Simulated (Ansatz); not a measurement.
# Cl₂H₃NOSi: a ladder of functionals and wavefunction methods

The task here is to estimate one member of a computed series from the others.

The runs use Ansatz 0.2.0, Gaussian basis; functionals in def2-TZVPP, the program's frozen cores in correlated methods.

Levels to be run: PBE-D4, r2SCAN-D4, PBE0-D4, B3LYP-D4, ωB97X-V, ωB97M-V, B2PLYP; CCSD(T)/def2-TZVPP; CCSD(T)/def2-QZVPP; extrapolation to the limit.

## The geometry

All runs share one geometry, relaxed beforehand with PBE0-D4 in a triple-zeta def2 set.

8 atoms, charge 0, spin multiplicity 1.

Atoms are counted from 1 here; the program's logs count them from 0.

Bond lengths: N1–Si2 1.692 Å, N1–H6 1.008 Å, N1–H7 1.007 Å, Si2–O3 1.625 Å, Si2–Cl4 2.039 Å, Si2–Cl5 2.043 Å, O3–H8 0.960 Å. Angles: Si2–N1–H6 119.8°, Si2–N1–H7 119.6°, H6–N1–H7 111.8°, N1–Si2–O3 111.4°, N1–Si2–Cl4 115.5°, N1–Si2–Cl5 105.8°, O3–Si2–Cl4 103.8°, O3–Si2–Cl5 112.5°, Cl4–Si2–Cl5 108.1°, Si2–O3–H8 116.0°.

Coordinates:

```xyz
8

N    -1.1321    0.0377    0.4780
Si    0.3862    0.2084   -0.2496
O     1.1260   -1.2279   -0.4199
Cl    0.3715    0.9732   -2.1395
Cl    1.4339    1.4920    0.9456
H    -1.8372   -0.5336    0.0391
H    -1.5369    0.8156    0.9734
H     1.1887   -1.7654    0.3729
```

Set-up of the first run:

in.yaml

```yaml
crystal:
  periodic: [false, false, false]
  atoms:
    - {symbol: N, position_ang: [-1.132132, 0.037707, 0.478042]}
    - {symbol: Si, position_ang: [0.386242, 0.208408, -0.249617]}
    - {symbol: O, position_ang: [1.125993, -1.227876, -0.419909]}
    - {symbol: Cl, position_ang: [0.371467, 0.973189, -2.139514]}
    - {symbol: Cl, position_ang: [1.433876, 1.492012, 0.945556]}
    - {symbol: H, position_ang: [-1.837206, -0.533617, 0.039091]}
    - {symbol: H, position_ang: [-1.536893, 0.815551, 0.973415]}
    - {symbol: H, position_ang: [1.188653, -1.765364, 0.372936]}
basis:
  gaussian: {orbitals: def2-TZVPP}
hamiltonian: {xc: pbe, dispersion: d4}
output: {forces: true, orbitals: {seedname: orbitals}}
```

Command:

```bash
$ ansatz run in.yaml --threads 2 --pin off --events-out ev --progress --plain --max-ram 32768MiB --backend cpu
```

Steps of the session up to this table: PBE-D4 (GGA); r2SCAN-D4 (meta-GGA); PBE0-D4 (hybrid); B3LYP-D4 (hybrid); ωB97X-V (range-separated); ωB97M-V (range-separated); B2PLYP (double hybrid); CCSD(T) in def2-TZVPP; CCSD(T) in def2-QZVPP.

One of the session's tables, all rows but one given; the rest of the session is left out.

| method | atomisation energy (kcal/mol) |
| --- | --- |
| PBE-D4 | 710.2 |
| r2SCAN-D4 | 700.3 |
| PBE0-D4 | 695.5 |
| B3LYP-D4 | 693.7 |
| ωB97X-V | 702.8 |
| ωB97M-V | 704.9 |
| B2PLYP | 687.9 |
| HF/def2-TZVPP | ? |
| MP2/def2-TZVPP | 698.5 |
| CCSD/def2-TZVPP | 662.9 |
| CCSD(T)/def2-TZVPP | 675.7 |
| MP2/CBS | 725.3 |
| CCSD(T)/CBS | 703.7 |

**Question.** Estimate the row for HF/def2-TZVPP.

The run gave: atomisation energy (kcal/mol): 488.2. In the column «atomisation energy (kcal/mol)» it is the lowest.
